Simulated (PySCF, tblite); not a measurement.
# C7H10Cl radical: geometry, infrared bands and EPR parameters

Aim: predict the infrared bands and EPR parameters of C7H10Cl radical (`C=[C]C1(CCl)CCC1`).

The runs use tblite 0.8.0 and PySCF 2.14.0, with density-fitted response routines of our own; the level of theory stands in each step. All values are computed, except where a source is named. Atoms count from 0, in the outputs and in this text.

**1. Starting geometry**

18 atoms, charge 0, multiplicity 2; geometry from: force field or distance geometry start.

Bonds of the start (Å): C0–C1 1.32, C1–C2 1.46, C2–C3 1.53, C3–Cl4 1.78, C2–C5 1.52, C5–C6 1.51, C6–C7 1.54, C7–C2 1.49, C0–H8 1.10, C0–H9 1.08, C3–H10 1.12, C3–H11 1.11, C5–H12 1.10, C5–H13 1.10, C6–H14 1.08, C6–H15 1.10, C7–H16 1.10, C7–H17 1.11.

**2. Optimising the geometry with GFN2-xTB**

The job: settings as JSON, then the geometry in Å.

```
{"job": {"kind": "relax", "xc": "GFN2-xTB", "basis": "xTB"}, "charge": 0, "multiplicity": 2}
C      2.391400    -0.839000    -0.440700
C      1.648600     0.246900    -0.561900
C      0.216800     0.391400    -0.326500
C     -0.071600     1.866300    -0.059700
Cl    -1.806500     2.157300     0.242500
C     -0.698400    -0.060500    -1.452900
C     -1.352700    -1.093000    -0.561200
C     -0.470600    -0.572100     0.582900
H      1.990100    -1.817900    -0.148700
H      3.449500    -0.746300    -0.645700
H      0.183400     2.450100    -0.978300
H      0.566600     2.280800     0.745800
H     -0.162200    -0.501100    -2.310700
H     -1.428600     0.726400    -1.714500
H     -1.123800    -2.098800    -0.890600
H     -2.436000    -0.952800    -0.400100
H      0.179900    -1.346400     1.005000
H     -1.084700    -0.085100     1.374100
```

Run with:

```
$ OMP_NUM_THREADS=1 python probes_run.py task.json out
```

The driver reads the jobs from task.json and runs them one after another.

**Question.** This job is followed by: GFN2-xTB harmonic vibrations, gas phase; UKS B3LYP, pcH-1 on C Cl H, non-relativistic, mean-field spin-orbit, GIAO. What will the session give for the following? strongest single infrared mode (GFN2-xTB); zero-point energy (GFN2-xTB); g(iso) (B3LYP); ⟨S²⟩; largest a(iso) (averaged by class); surface potential, 1st and 99th percentile.

**Answer**, as computed:

```
                                 quantity                 value
strongest single infrared mode (GFN2-xTB)  3029 cm⁻¹, 86 km/mol
             zero-point energy (GFN2-xTB)         91.2 kcal/mol
                           g(iso) (B3LYP)               2.00208
                                     ⟨S²⟩    0.759 (exact 0.75)
       largest a(iso) (averaged by class)  13C on C1, 245.2 MHz
    surface potential, 1st and 99th percentile    -0.66 V and 0.88 V
```

What this shows: The optimisation took 57 steps and gained 0.427 eV; among the close pairs (by a distance rule), C2–C7 changed most, from 1.493 to 1.559 Å. The lowest mode is imaginary (22i cm⁻¹), so the xTB geometry is not a minimum. Unscaled tight-binding wavenumbers are off by several per cent, some by more. Its intensities can rank the bands wrongly. Most of the unpaired spin sits on C1 (0.97 e). The isotropic g lies 0.2 ppt below the free-electron value.
